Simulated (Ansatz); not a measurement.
**CH₇BO₃Si: one species, many methods**

The task here is to estimate one member of a computed series from the others.

The runs use Ansatz 0.2.0, Gaussian basis; functionals in def2-TZVPP, the program's frozen cores in correlated methods.

Plan: PBE-D4, r2SCAN-D4, PBE0-D4, B3LYP-D4, ωB97X-V, ωB97M-V, B2PLYP; CCSD(T)/def2-TZVPP; MP2/def2-QZVPP; extrapolation to the limit.

## The relaxed structure

All runs share one geometry, relaxed beforehand with PBE0-D4 in a triple-zeta def2 set.

SMILES `BO[Si](C)(O)O`, 13 atoms, charge 0, spin multiplicity 1.

Atoms are counted from 1 here; the program's logs count them from 0.

Bond lengths: B1–O2 1.345 Å, B1–H7 1.205 Å, B1–H8 1.200 Å, O2–Si3 1.651 Å, Si3–C4 1.844 Å, Si3–O5 1.639 Å, Si3–O6 1.634 Å, C4–H9 1.093 Å, C4–H10 1.092 Å, C4–H11 1.092 Å, O5–H12 0.958 Å, O6–H13 0.959 Å. Angles: O2–B1–H7 120.4°, O2–B1–H8 118.2°, H7–B1–H8 121.3°, B1–O2–Si3 133.8°, O2–Si3–C4 112.9°, O2–Si3–O5 103.0°, O2–Si3–O6 108.2°, C4–Si3–O5 113.5°, C4–Si3–O6 106.9°, O5–Si3–O6 112.3°, Si3–C4–H9 110.6°, Si3–C4–H10 110.8°, Si3–C4–H11 110.8°, H9–C4–H10 108.2°, H9–C4–H11 107.8°, H10–C4–H11 108.5°, Si3–O5–H12 117.6°, Si3–O6–H13 117.6°.

The first run:

The input, in.yaml:

```yaml
crystal:
  periodic: [false, false, false]
  atoms:
    - {symbol: B, position_ang: [-1.934228, -0.408873, 1.135652]}
    - {symbol: O, position_ang: [-1.295118, 0.434026, 0.305703]}
    - {symbol: Si, position_ang: [0.143781, 0.370386, -0.500420]}
    - {symbol: C, position_ang: [1.463304, -0.494951, 0.453562]}
    - {symbol: O, position_ang: [-0.252047, -0.384725, -1.899708]}
    - {symbol: O, position_ang: [0.660403, 1.900811, -0.745097]}
    - {symbol: H, position_ang: [-1.415951, -1.442326, 1.473944]}
    - {symbol: H, position_ang: [-3.022682, -0.098175, 1.532593]}
    - {symbol: H, position_ang: [2.398605, -0.512269, -0.111195]}
    - {symbol: H, position_ang: [1.174979, -1.525863, 0.667828]}
    - {symbol: H, position_ang: [1.654842, 0.014818, 1.400130]}
    - {symbol: H, position_ang: [0.411016, -0.416235, -2.590033]}
    - {symbol: H, position_ang: [0.033496, 2.528676, -1.108159]}
basis:
  gaussian: {orbitals: def2-TZVPP}
hamiltonian: {xc: pbe, dispersion: d4}
output: {forces: true, orbitals: {seedname: orbitals}}
```

Launch:

```console
$ ansatz run in.yaml --threads 2 --pin off --events-out ev --progress --plain --max-ram 22528MiB --backend cuda --devices 0, --max-vram 18GiB
```

Among the steps run: PBE-D4 (GGA); r2SCAN-D4 (meta-GGA); PBE0-D4 (hybrid); B3LYP-D4 (hybrid); ωB97X-V (range-separated); ωB97M-V (range-separated); B2PLYP (double hybrid); CCSD(T) in def2-TZVPP; MP2 in def2-QZVPP.

One table of the session follows, with a row left open; its other results are not shown here.

```
            method  atomisation energy (kJ/mol)
            PBE-D4                       5332.8
         r2SCAN-D4                       5294.7
           PBE0-D4                       5241.7
          B3LYP-D4                       5267.8
           ωB97X-V                            ?
           ωB97M-V                       5300.2
            B2PLYP                       5230.2
     HF/def2-TZVPP                       3917.8
    MP2/def2-TZVPP                       5273.5
   CCSD/def2-TZVPP                       5081.7
CCSD(T)/def2-TZVPP                       5151.1
           MP2/CBS                       5414.9
       CCSD(T)/CBS                       5292.5
```

Estimate the missing values for ωB97X-V.

**Answer.** atomisation energy (kJ/mol): 5283.8. In the column «atomisation energy (kJ/mol)» it lies between MP2/def2-TZVPP (5273.5) and CCSD(T)/CBS (5292.5).
